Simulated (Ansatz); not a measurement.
**MnIn: one candidate of a structure search**

The task: take a trial cell of MnIn to zero force and stress.

Method: DFT PBE, scalar-relativistic, plane waves, PAW, in Ansatz 0.2.0.

2 further runs of the same task are left out: 1 that didn't finish, 1 set aside as unsound or not needed.

**1. The structure to begin with**

Symmetry: Fm-3m, No. 225, cubic system. The conventional cell has a = 5.313 Å, b = 5.313 Å, c = 5.313 Å, α = 90.00°, β = 90.00°, γ = 90.00°. Around Mn (site symmetry m-3m) lie 6 In at 2.66 Å. Around In (site symmetry m-3m) lie 6 Mn at 2.66 Å.

Coordinates:

```
CELL_PARAMETERS angstrom
0.00000 2.65662 2.65662
2.65662 0.00000 2.65662
2.65662 2.65662 0.00000
ATOMIC_POSITIONS crystal
Mn 0.00000 0.00000 0.00000
In 0.50000 0.50000 0.50000
```

The cell is invented: species swapped into a database cell of YbSe (Fm-3m, No. 225), with Mn on the Yb sites and In on the Se sites. The dimensions are guesses.

**2. The guess as it stands, on a coarse mesh**

input.yaml

```yaml
crystal:
  lattice:
    - [0.0, 2.65661706, 2.65661706]
    - [2.65661706, 0.0, 2.65661706]
    - [2.65661706, 2.65661706, 0.0]
  atoms:
    - { symbol: Mn, position: [0.0, 0.0, 0.0], spin: 4.0 }
    - { symbol: In, position: [0.5, 0.5, 0.5] }
basis:
  ecutwfc: 420
kpoints:
  mp_grid: { grid: [6, 6, 6] }
hamiltonian:
  xc: pbe
scf:
  occupations: { method: gaussian, width: 0.1 }
  lower_state_search: "off"
output:
  forces: true
  stress: true
  eigenvalues: true
  populations: true
magnetization:
  spin_polarized: true
```

Started as:

```bash
$ ansatz run input.yaml --threads 1 --pin off --max-ram 2560MiB --backend cpu --events-out ev --progress --plain --runs-dir out
```

Output (excerpt; [...] marks lines left out):

```text
Warning: RAYON_NUM_THREADS=1 ignored (pool sized by the plan → 1); use --threads N
[...]
Pseudopotentials: kind: paw
Pseudopotential: Mn, paw, valence charge 15, recommended cutoff 420 eV (normal), Mn.paw.azcp
Pseudopotential: In, paw, valence charge 13, recommended cutoff 420 eV (normal), In.paw.azcp
Functional definition: PBE
[...]
Crystal: 2 atoms, lattice volume = 37.499 Å³
Basis set: ecut = 420 eV, 725 PW (Γ), exchange–correlation on 54×54×54 points (8 copies of the dense FFT grid, shifted against one another)
Bands: 20, of which v1, the nominal top of the filled ones, is band 14 counted from 1 (13 counted from 0)
Symmetry: 48 space group operations
Space group: Fm-3m (ITA 225), of the structure as read, at distance tolerance 3.3e-5 Å
Magnetic group: BNS 225.116 (UNI 1618), of the structure as read, at distance tolerance 3.3e-5 Å
k-points: 16 of 216
[...]
Starting moments: Σ|m| = 4 μB on 1 of 2 sites
[...]
SCF iter   1: F=—  HF=-9495.777236 eV  |F-HF|=—  |Δ(HF+E_count)|=         —  Δρ=6.99e-2 (↑2.42e-2 ↓6.99e-2)  dr2=3.22e0  dr2_m=2.89e-1  M=3.061 μB ∫|m|=3.462 μB  β_m=0.30  ethr=3.10e-3  ⟨swp⟩=4.1  Hψ=2468  notcnv=0
[...]
spin=Collinear: Kerker preconditioning applied to the charge; magnetization (m = ρ↑ − ρ↓) channel mixes plain (no charge-response kernel on spin).
[...]
spin-set hold released at iteration 3 (the charge has settled, or the pull on large starting moments outlasts its swing): the magnetisation degrees of freedom join the quasi-Newton model from the next iteration; the mixer history was flushed
[...]
SCF iter  11: F=-9495.456561 eV  HF=-9495.456561 eV  |F-HF|=8.26e-10  |Δ(HF+E_count)|=   7.54e-8  Δρ=3.27e-6 (↑2.50e-6 ↓3.27e-6)  dr2=1.00e-8  dr2_m=9.02e-10  M=2.952 μB ∫|m|=3.407 μB  ethr=3.57e-10  ⟨swp⟩=6.5  Hψ=2522  notcnv=0
[...]
SCF converged after 11 iterations
Magnetization: 2.9524 μB (15.4762 up, 12.5238 down)
Absolute magnetization: 3.4091 μB (∫|ρ↑−ρ↓|, with the PAW one-centre terms)
Spin contamination: 0.1540 ħ² per cell (⟨S²⟩ above its minimum at these occupations)
Per-site moments (μB) at R_I (Å): [(3.0531287248686465, 1.09585453725), (-0.08659966817150298, 1.09585453725)]
Free energy (F): -9495.456561 eV
[...]
E sigma→0 (E₀):  -9495.453855 eV
Entropy (-TS):   -0.005411 eV (-2.705 meV/atom)
Fermi energy:    12.790940 eV
[...]
--- Forces (eV/Å), atoms counted from 1 ---
  atom   1  Mn    -0.00000000    -0.00000000    -0.00000000
  atom   2  In     0.00000000    -0.00000000     0.00000000
[...]
--- Stress (GPa, compression-positive) ---
        6.215307       0.000000       0.000000
        0.000000       6.215307       0.000000
        0.000000       0.000000       6.215307
  P = ⅓ Tr σ = 6.2153 GPa (62.153 kbar)
--- Band table (eV; the first three rows and the last of 32) ---
  k-point 0 ↑: bands = ["-67.5804", "-36.3609", "-36.3609", "-36.3609", "-1.5015", "-1.5015", "-1.4003", "-1.4003", "-1.4003", "3.5831", "10.7184", "10.7184", "10.7184", "11.3773", "11.3773", "18.6393", "18.6393", "18.6393", "22.0021", "24.2432"]
[...]
--- Löwdin populations: 2 sites ---
  site symbol       q [e]    m [muB]
     0     Mn     14.3288     3.2800
     1     In     13.5947    -0.3237
  spilling = 0.002731 (of n_electrons = 28.000000)
```

Run time: 11 s. Hardware: 1 thread of Intel Xeon at 2.50GHz (Skylake/Cascade Lake), shared host; peak memory 0.33 GiB.

Site by site:

```tsv
atom	moment in the atom's sphere (μB)	Löwdin electrons
Mn1	3.05	14.33
In2	-0.09	13.59
```

The probe gives pressure 6.2 GPa, largest force 0.00 eV/Å, gap on this mesh none (metal). A guess like this is first relaxed loosely on the coarse mesh.

**3. A loose first relaxation**

input.yaml, as its differences from that of step 2:

```diff
@@ -24 +24,6 @@
   spin_polarized: true
+relax:
+  adjacent_minimum: "off"
+  f_tol: 0.04
+  max_steps: 70
+  cell: { stress_tol: 0.4 }
```

Started as:

```bash
$ ansatz run input.yaml --threads 1 --pin off --max-ram 2560MiB --backend cpu --events-out ev --progress --plain --runs-dir out
```

Output (excerpt; [...] marks lines left out):

```text
Warning: RAYON_NUM_THREADS=1 ignored (pool sized by the plan → 1); use --threads N
[...]
[... 4 set-up lines as earlier in the session ...]
[...]
Crystal: 2 atoms, lattice volume = 37.499 Å³
Basis set: ecut = 420 eV, 725 PW (Γ), exchange–correlation on 54×54×54 points (8 copies of the dense FFT grid, shifted against one another)
Bands: 20, of which v1, the nominal top of the filled ones, is band 14 counted from 1 (13 counted from 0)
[... 2 set-up lines as earlier in the session ...]
Magnetic group: BNS 225.116 (UNI 1618), of the structure as read, at distance tolerance 3.3e-5 Å
k-points: 16 of 216
[...]
Starting moments: Σ|m| = 4 μB on 1 of 2 sites
[...]
--- Band table (eV; the first three rows and the last of 32) ---
  k-point 0 ↑: bands = ["-69.0871", "-37.8581", "-37.8581", "-37.8581", "-2.7265", "-2.7265", "-2.6421", "-2.6421", "-2.6421", "2.7327", "9.3037", "9.3037", "9.3037", "9.8735", "9.8735", "16.8127", "16.8127", "16.8127", "20.5848", "22.2655"]
[...]
--- Relaxed structure (2 steps of the walk, 2 accepted, 1 SCFs on fresh bases) ---
  F+E_penalty+E_count = -9495.51536410 eV   max|allowed force component| = 1.630e-29 eV/Å   (the final SCF, on the basis selected at the relaxed cell)
  cell:  # Å, volume = 40.8694 Å³
    - [9.553822561679231e-34, 2.733943582669883, 2.733943582669883]
    - [2.733943582669883, 4.967987732073201e-34, 2.733943582669883]
    - [2.733943582669883, 2.733943582669883, 2.038148813158236e-34]
  atoms:
    - { symbol: Mn, position: [-1.5103245820482462e-35, 3.020649164096493e-36, 3.92684391332544e-35] }
    - { symbol: In, position: [0.5, 0.5, 0.5] }
--- Löwdin populations: 2 sites ---
  site symbol       q [e]    m [muB]
     0     Mn     14.2743     3.5073
     1     In     13.6524    -0.3353
  spilling = 0.002615 (of n_electrons = 28.000000)
```

Wall time 26 s (1 thread of Intel Xeon at 2.50GHz (Skylake/Cascade Lake), shared host); peak memory 0.34 GiB.

The steps of the relaxation:

| step | E - E(step 1) (eV/cell) | largest force component (eV/Å) | pressure (GPa) | volume (Å³) |
| --- | --- | --- | --- | --- |
| 1 | 0.0000 | 0.0000 | 6.22 | 37.50 |
| 2 | -0.0577 | 0.0000 | 0.25 | 40.87 |
| 3 | -0.0588 | 0.0000 | 0.24 | 40.87 |

Step 1 is the start. Step 3 repeats the geometry before it on a plane-wave basis chosen anew for that cell, so its energy need not be comparable with the rows above.

Lengths and angles in the start's conventional setting:

|  | before | after | change |
| --- | --- | --- | --- |
| a (Å) | 5.313 | 5.468 | +2.9 % |
| b (Å) | 5.313 | 5.468 | +2.9 % |
| c (Å) | 5.313 | 5.468 | +2.9 % |
| volume (Å³/atom) | 18.75 | 20.43 | +9.0 % |
| shortest distance (Å) | 2.657 | 2.734 | +2.9 % |
| space group (0.01 Å) | Fm-3m | Fm-3m | same |

The run keeps the 48 symmetry operations of the start, so it could not have lowered the symmetry.

Site by site:

```tsv
atom	moment in the atom's sphere (μB)	Löwdin electrons
Mn1	3.28	14.27
In2	-0.10	13.65
```

**4. Relaxation on the finer mesh**

The end of the coarse run is made exact in the group found at a tolerance of 0.06 Å and reduced to its primitive cell.

input.yaml

```yaml
crystal:
  lattice:
    - [0.0, 2.7339435827, 2.7339435827]
    - [2.7339435827, 0.0, 2.7339435827]
    - [2.7339435827, 2.7339435827, 0.0]
  atoms:
    - { symbol: Mn, position: [0.0, 0.0, 0.0], spin: 3.6 }
    - { symbol: In, position: [0.5, 0.5, 0.5] }
basis:
  ecutwfc: 420
kpoints:
  mp_grid: { grid: [18, 18, 18] }
hamiltonian:
  xc: pbe
scf:
  occupations: { method: gaussian, width: 0.1 }
output:
  forces: true
  stress: true
  eigenvalues: true
  populations: true
  write_density: true
  write_potential: true
  elf: true
  volumetric_format: npy
magnetization:
  spin_polarized: true
relax:
  adjacent_minimum: "off"
  f_tol: 0.01
  max_steps: 80
  cell: { stress_tol: 0.05 }
```

Started as:

```bash
$ ansatz run input.yaml --threads 1 --pin off --max-ram 2560MiB --backend cpu --events-out ev --progress --plain --runs-dir out
```

Output (excerpt; [...] marks lines left out):

```text
Warning: RAYON_NUM_THREADS=1 ignored (pool sized by the plan → 1); use --threads N
[...]
[... 4 set-up lines as earlier in the session ...]
[...]
Crystal: 2 atoms, lattice volume = 40.869 Å³
Basis set: ecut = 420 eV, 821 PW (Γ), exchange–correlation on 54×54×54 points (8 copies of the dense FFT grid, shifted against one another)
Bands: 20, of which v1, the nominal top of the filled ones, is band 14 counted from 1 (13 counted from 0)
[... 1 set-up line as earlier in the session ...]
Space group: Fm-3m (ITA 225), of the structure as read, at distance tolerance 3.4e-5 Å
Magnetic group: BNS 225.116 (UNI 1618), of the structure as read, at distance tolerance 3.4e-5 Å
k-points: 195 of 5832
[...]
Starting moments: Σ|m| = 3.6 μB on 1 of 2 sites
[...]
--- Band table (eV; the first three rows and the last of 390) ---
  k-point 0 ↑: bands = ["-68.9727", "-37.7455", "-37.7455", "-37.7455", "-2.6806", "-2.6806", "-2.5959", "-2.5959", "-2.5959", "2.7762", "9.4022", "9.4022", "9.4022", "9.9822", "9.9822", "16.8986", "16.8986", "16.8986", "20.6500", "22.3618"]
[...]
--- Relaxed structure (2 steps of the walk, 2 accepted, 1 SCFs on fresh bases) ---
  F+E_penalty+E_count = -9495.51037589 eV   max|allowed force component| = 1.512e-29 eV/Å   (the final SCF, on the basis selected at the relaxed cell)
  cell:  # Å, volume = 40.7154 Å³
    - [0.0, 2.730505232989954, 2.730505232989954]
    - [2.730505232989954, 1.7833802115134564e-34, 2.730505232989954]
    - [2.730505232989954, 2.730505232989954, 7.643058049343383e-35]
  atoms:
    - { symbol: Mn, position: [1.1465677719278443e-38, -2.866419429819611e-38, -5.159554973675299e-38] }
    - { symbol: In, position: [0.5, 0.5, 0.5] }
--- Löwdin populations: 2 sites ---
  site symbol       q [e]    m [muB]
     0     Mn     14.2873     3.4452
     1     In     13.6386    -0.3519
  spilling = 0.002646 (of n_electrons = 28.000000)
```

Wall time 3.5 min (1 thread of Intel Xeon at 2.50GHz (Skylake/Cascade Lake), shared host); peak memory 0.58 GiB.

Step by step:

| step | E - E(step 1) (eV/cell) | largest force component (eV/Å) | pressure (GPa) | volume (Å³) |
| --- | --- | --- | --- | --- |
| 1 | 0.0000 | 0.0000 | -0.19 | 40.87 |
| 2 | -0.0001 | 0.0000 | -0.01 | 40.72 |
| 3 | -0.0001 | 0.0000 | -0.01 | 40.72 |

Step 1 is the start. Step 3 repeats the geometry before it on a plane-wave basis chosen anew for that cell, so its energy need not be comparable with the rows above.

Lengths and angles in the start's conventional setting:

|  | before | after | change |
| --- | --- | --- | --- |
| a (Å) | 5.468 | 5.461 | -0.1 % |
| b (Å) | 5.468 | 5.461 | -0.1 % |
| c (Å) | 5.468 | 5.461 | -0.1 % |
| volume (Å³/atom) | 20.43 | 20.36 | -0.4 % |
| shortest distance (Å) | 2.734 | 2.731 | -0.1 % |
| space group (0.01 Å) | Fm-3m | Fm-3m | same |

Forces and stress were held to the start's 48 operations: a distortion of lower symmetry was not tested.

By site:

```tsv
atom	moment in the atom's sphere (μB)	Löwdin electrons
Mn1	3.22	14.29
In2	-0.10	13.64
```

Axes a, b and c in the maps are those of this run's conventional cell (a, b, c = 5.461, 5.461, 5.461 Å).

Density in a lattice plane of the grid's cell (edges 5.46 and 5.46 Å, at 0.000 of the third edge), which holds Mn and In.

Ten even steps from '0' (0.11 e/Å³) to '9' (28.61 e/Å³):
```
642000000012321000000024
210000000001110000000001
000000000000000000000000
000000000000000000000000
000000000000000000000000
000000000000000000000000
000000000000000000000000
110000000001210000000001
321000000024642000000012
432000000037973000000023
321000000024642000000012
110000000001210000000001
000000000000000000000000
000000000000000000000000
000000000000000000000000
000000000000000000000000
000000000000000000000000
210000000001110000000001
642000000012321000000024
973000000023432000000037
```
Columns run along the first of these edges and rows up along the second, over one cell in 24 and 20 even steps from the bottom left corner. Atoms in the plane (fractional): Mn at (0.00, 0.00), Mn at (0.50, 0.50), In at (0.00, 0.50), In at (0.50, 0.00).

ELF in the same plane.

Ten even steps from '0' (0.00) to '9' (0.90):
```
986422332210001223322468
654212332221112223321245
322112332222222223321123
222222333333333333322222
333333333333333333333333
333333322222222222333333
222223321122332112332222
112223321245654212332221
001223322468986422332210
000223322479997422332200
001223322468986422332210
112223321245654212332221
222223321123322112332222
333333322222222222333333
333333333333333333333333
222222333333333333322222
332112332222222223321122
654212332221112223321245
986422332210001223322468
997422332200000223322479
```
Columns run along the first of these edges and rows up along the second, over one cell in 24 and 20 even steps from the bottom left corner. Atoms in the plane (fractional): Mn at (0.00, 0.00), Mn at (0.50, 0.50), In at (0.00, 0.50), In at (0.50, 0.00).

Both are smooth fields of the valence electrons: close to the nuclei they are not physical.

Spin density (up less down) in a lattice plane of the grid's cell (edges 5.46 and 5.46 Å, at 0.000 of the third edge), which holds Mn and In.

Ten even steps from '0' (-0.02 e/Å³) to '9' (6.58 e/Å³):
```
642000000000000000000024
110000000000000000000001
000000000000000000000000
000000000000000000000000
000000000000000000000000
000000000000000000000000
000000000000000000000000
000000000001110000000000
000000000024642000000000
000000000027972000000000
000000000024642000000000
000000000001110000000000
000000000000000000000000
000000000000000000000000
000000000000000000000000
000000000000000000000000
000000000000000000000000
110000000000000000000001
642000000000000000000024
972000000000000000000027
```
Columns run along the first of these edges and rows up along the second, over one cell in 24 and 20 even steps from the bottom left corner. Atoms in the plane (fractional): Mn at (0.00, 0.00), Mn at (0.50, 0.50), In at (0.00, 0.50), In at (0.50, 0.00).

**5. A further run, with the input changed**

input.yaml

```yaml
crystal:
  lattice:
    - [0.0, 2.730505233, 2.730505233]
    - [2.730505233, 0.0, 2.730505233]
    - [2.730505233, 2.730505233, 0.0]
  atoms:
    - { symbol: Mn, position: [0.0, 0.0, 0.0], spin: 3.6 }
    - { symbol: In, position: [0.5, 0.5, 0.5] }
basis:
  ecutwfc: 420
kpoints:
  mp_grid: { grid: [18, 18, 18] }
hamiltonian:
  xc: pbe
  hubbard: { sites: [{ species: In, l: f, u_eff: 4.0 }] }
scf:
  occupations: { method: gaussian, width: 0.1 }
  max_iter: 60
output:
  forces: true
  eigenvalues: true
  stress: true
magnetization:
  spin_polarized: true
```

Started as:

```bash
$ ansatz run input.yaml --threads 1 --pin off --max-ram 2560MiB --backend cpu --events-out ev --progress --plain --runs-dir out
```

Output:

```text
Error: inconsistent input (hamiltonian.hubbard.sites[].l, hamiltonian.hubbard.sites[].shell): the file of In doesn't list 4f, and it can't be added: PBE doesn't bind the shell 4f of the free atom, whose level lies at +1.00 eV. Type an atom or ion with it (hamiltonian.pseudopotentials.projection_atoms), take another file or name another shell
```

Run time: 0.72 s. Hardware: 1 thread of Intel Xeon at 2.50GHz (Skylake/Cascade Lake), shared host; peak memory 0.088 GiB.

**6. Why it ended so**

The program refused the input before any cycle. Its message: «inconsistent input (hamiltonian.hubbard.sites[].l, hamiltonian.hubbard.sites[].shell): the file of In doesn't list 4f, and it can't be added: PBE doesn't bind the shell 4f of the free atom, whose level lies at +1.00 eV ...»

In the input, hamiltonian.hubbard.sites is [{species: In, l: f, u_eff: 4.0}]. U was placed on a shell that is absent, full or empty, where it has nothing to correct.

Remedy: delete hamiltonian.hubbard.sites.

**7. What came out**

| quantity | value |
| --- | --- |
| symmetry at the end (tolerance 0.05 Å) | space group Fm-3m (No. 225) |
| conventional cell | a = 5.461 Å, b = 5.461 Å, c = 5.461 Å, α = 90.00°, β = 90.00°, γ = 90.00° |
| volume | 20.36 Å³/atom |
| energy over the elements | +0.60 eV/atom |
| gap on the mesh | none (metal) |
| total moment | 3.09 μB/cell |

**Reading.** The space group Fm-3m (No. 225) is kept, and the volume per atom grows by 8.6 % from the first guess. With a positive formation energy it can't be a ground state. No finished test with a distortion of lower symmetry is shown, so the end may be a saddle point. Other magnetic orders were not searched.
